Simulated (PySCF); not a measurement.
# [Er(H2O)4]3+: other functionals and bases at one geometry

An exercise on one series of results from a longer session: the logs are not shown, and one member is left open.

The runs use PySCF 2.14.0; several levels, as the steps say, no spin–orbit coupling.

2 further runs of the same task are left out: 1 for a known fault of the program, 1 set aside as unsound or not needed.

**Where the work starts**

13 atoms, charge 3, spin multiplicity 1.

Bond lengths: Er1–O2 2.256 Å, Er1–O5 2.256 Å, Er1–O8 2.256 Å, Er1–O11 2.256 Å, O2–H3 0.994 Å, O2–H4 0.994 Å, O5–H6 0.994 Å, O5–H7 0.994 Å, O8–H9 0.994 Å, O8–H10 0.994 Å, O11–H12 0.994 Å, O11–H13 0.994 Å. Angles: O2–Er1–O5 110.7°, O2–Er1–O8 107.0°, O2–Er1–O11 110.7°, O5–Er1–O8 110.7°, O5–Er1–O11 107.0°, O8–Er1–O11 110.7°, Er1–O2–H3 128.2°, Er1–O2–H4 128.3°, H3–O2–H4 103.5°, Er1–O5–H6 128.3°, Er1–O5–H7 128.2°, H6–O5–H7 103.5°, Er1–O8–H9 128.3°, Er1–O8–H10 128.2°, H9–O8–H10 103.5°, Er1–O11–H12 128.2°, Er1–O11–H13 128.3°, H12–O11–H13 103.5°.

Coordinates:

```xyz
13

Er    0.00003    0.00000    0.00000
O     1.34183    1.31632    1.24811
H     2.15416    1.05754    1.75947
H     1.26738    2.29431    1.41134
O    -1.34175   -1.24816    1.31631
H    -1.26729   -1.41137    2.29434
H    -2.15434   -1.75923    1.05754
O     1.34183   -1.31632   -1.24811
H     1.26738   -2.29431   -1.41134
H     2.15416   -1.05754   -1.75947
O    -1.34175    1.24816   -1.31631
H    -2.15434    1.75923   -1.05754
H    -1.26729    1.41137   -2.29434
```

Formal oxidation states: Er +3. Each metal's 11 4f electrons lie in its core potential, so multiplicities, spins and levels count the valence alone. An earlier session relaxed this geometry at TPSS, Er lcecp-1-SVP with ECP57, O def2-SVP, H def2-SVP (singlet, point group D2).

At TPSS on the finer grid: E = -342.777494 Eh, HOMO -22.65 eV, LUMO -15.81 eV, Mulliken charge on Er1 +1.63 e, largest force component 0.005 eV/Å. 

Levels to run: r2SCAN; BP86; wB97X; CAM-B3LYP; TPSS, TZVP. Hardware: 2 threads of Arm Neoverse N1, shared host.

The first run:

Contents of run.py (the lines that set the calculation):

```python
mol = gto.M(atom='''
Er     0.00003     0.00000     0.00000
O      1.34183     1.31632     1.24811
H      2.15416     1.05754     1.75947
H      1.26738     2.29431     1.41134
O     -1.34175    -1.24816     1.31631
H     -1.26729    -1.41137     2.29434
H     -2.15434    -1.75923     1.05754
O      1.34183    -1.31632    -1.24811
H      1.26738    -2.29431    -1.41134
H      2.15416    -1.05754    -1.75947
O     -1.34175     1.24816    -1.31631
H     -2.15434     1.75923    -1.05754
H     -1.26729     1.41137    -2.29434''',
    basis={'Er': 'lcecp-1-SVP', 'O': 'def2-SVP', 'H': 'def2-SVP'},
    ecp={'Er': 'lcecp-1-SVP'},
    charge=3, spin=0)
mf = dft.RKS(mol, xc='R2SCAN')
mf.grids.atom_grid = (75, 302)  # f atoms: unpruned, at least (60, 302)
mf = mf.density_fit()  # fitting sets: Er AutoAux, O def2-universal-JKFIT, H def2-universal-JKFIT
mf.conv_tol = 1e-08; mf.max_cycle = 55
mf.kernel(dm0)  # dm0: the density of the relaxed state
```

Started as:

```bash
> OMP_NUM_THREADS=2 python run.py
```

Steps of the session up to this table: r2SCAN; BP86; wB97X; CAM-B3LYP; TPSS, TZVP.

One of the session's tables, all rows but one given; the rest of the session is left out.

```
              level  HOMO (eV)  gap (eV)  charge on Er1 (e)  largest force component (eV/Å)
TPSS (relaxed here)     -22.65      6.84               1.63                            0.00
             r2SCAN     -23.01      7.27               1.70                            0.31
               BP86          ?         ?                  ?                               ?
              wB97X     -27.03     14.24               1.73                            0.45
          CAM-B3LYP     -25.95     12.05               1.68                            0.30
         TPSS, TZVP     -22.67      6.92               2.04                            0.29
```

Q: Estimate the row for BP86 from the others.

**Answer.** HOMO (eV): -22.66; gap (eV): 6.49; charge on Er1 (e): 1.56; largest force component (eV/Å): 0.10. In the column «HOMO (eV)» it lies between TPSS, TZVP (-22.67) and TPSS (relaxed here) (-22.65).

In one basis the HOMO–LUMO gap runs from 6.49 eV (BP86) to 14.24 eV (wB97X). The largest leftover force, 0.45 eV/Å with wB97X, stands at a geometry relaxed at another level. With 4f in the core, its levels are missing from HOMO and gap, and its count is fixed, so no charge can pass from the ligands into it. Total energies of different levels can't be compared.
